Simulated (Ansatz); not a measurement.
# Bismuth, diamond under r²SCAN: from relaxation to bulk modulus

What does r²SCAN give for bismuth in the diamond structure? We relax it, solve it on a dense k-mesh, switch on spin-orbit coupling, then scale the cell to 7 volumes from 88 to 112 % of the relaxed one and try a fit of the equation of state. The k-meshes are 8×8×8 for the relaxation; 12×12×12 for the dense run; 8×8×8 for spin-orbit coupling; 9×9×9 for the volumes.

Method: DFT r2SCAN, plane waves (500 eV) with PAW, scalar-relativistic; the PAW data stem from PBE, with regenerated cores, in Ansatz 0.2.0.

### 1 The system as given

Symmetry: Fd-3m, No. 227, cubic system. The conventional cell has a = 7.007 Å, b = 7.007 Å, c = 7.007 Å, α = 90.00°, β = 90.00°, γ = 90.00°. Around Bi (site symmetry -43m) lie 4 Bi at 3.03 Å.

Structure file:

```
Bi
1.0
     0.00000    3.50330    3.50330
     3.50330    0.00000    3.50330
     3.50330    3.50330    0.00000
Bi
2
Direct
  0.12500 0.12500 0.12500
  0.87500 0.87500 0.87500
```

### 2 Relaxing cell and atoms

File input.yaml:

```yaml
crystal:
  lattice:
    - [0.0, 3.5033007048, 3.5033007048]
    - [3.5033007048, 0.0, 3.5033007048]
    - [3.5033007048, 3.5033007048, 0.0]
  atoms:
    - { symbol: Bi, position: [0.125, 0.125, 0.125] }
    - { symbol: Bi, position: [0.875, 0.875, 0.875] }
hamiltonian:
  xc: r2scan
  pseudopotentials:
    kind: paw
    azcp:
      Bi: "pseudopotentials/Bi.paw.azcp"
basis:
  ecutwfc: 500
  fft_grid_basis: typed
kpoints:
  mp_grid: { grid: [8, 8, 8], shift: [0, 0, 0] }
magnetization:
  spin_polarized: false
scf:
  occupations: { method: fermi_dirac, width: 0.1 }
relax:
  max_steps: 60
  f_tol: 0.01
  cell: {}
output:
  write_density: true
  write_potential: true
  elf: true
  volumetric_format: npy
```

On the command line:

```console
ansatz run input.yaml --threads 1 --pin off --max-ram 3584MiB --backend cpu --events-out ev --progress --plain --runs-dir out
```

Further steps of the session: Dense single point; Spin-orbit coupling switched on; Volume × 0.88; Volume × 0.92; Volume × 0.96; Volume × 1.0; Volume × 1.04; Volume × 1.08; Volume × 1.12.

Q: Predict the outcome of this session. Wanted: space group; conventional cell; volume; shortest distance; gap on the mesh; relative to A7 rhombohedral; V₀, B₀, B₀′.

The runs gave:

| quantity | value |
| --- | --- |
| space group (spins left aside) | Fd-3m (No. 227) |
| conventional cell | a = 7.237 Å |
| volume | 47.370 Å³/atom |
| shortest distance | 3.134 Å |
| gap on the mesh | none (levels filled in part) |
| relative to A7 rhombohedral | +244 meV/atom |
| V₀, B₀, B₀′ | 47.389 Å³/atom, 32 GPa, 4.3 |

In words: From the guessed start the volume grew by 10.2 % in 5 steps. Against the reference form of bismuth (A7 rhombohedral, computed apart with the same settings) it stands 244 meV/atom higher, so it is far from stable. No gap shows: it is a metal or semimetal at this level. The total energy of the spin-orbit run lies +33.6 eV/atom from the scalar one, but the two kinds of run don't share a zero of energy: only differences within one kind count. B₀ comes out at 32 GPa. The symmetry was held, so the structure may be unstable against distortions that break it.
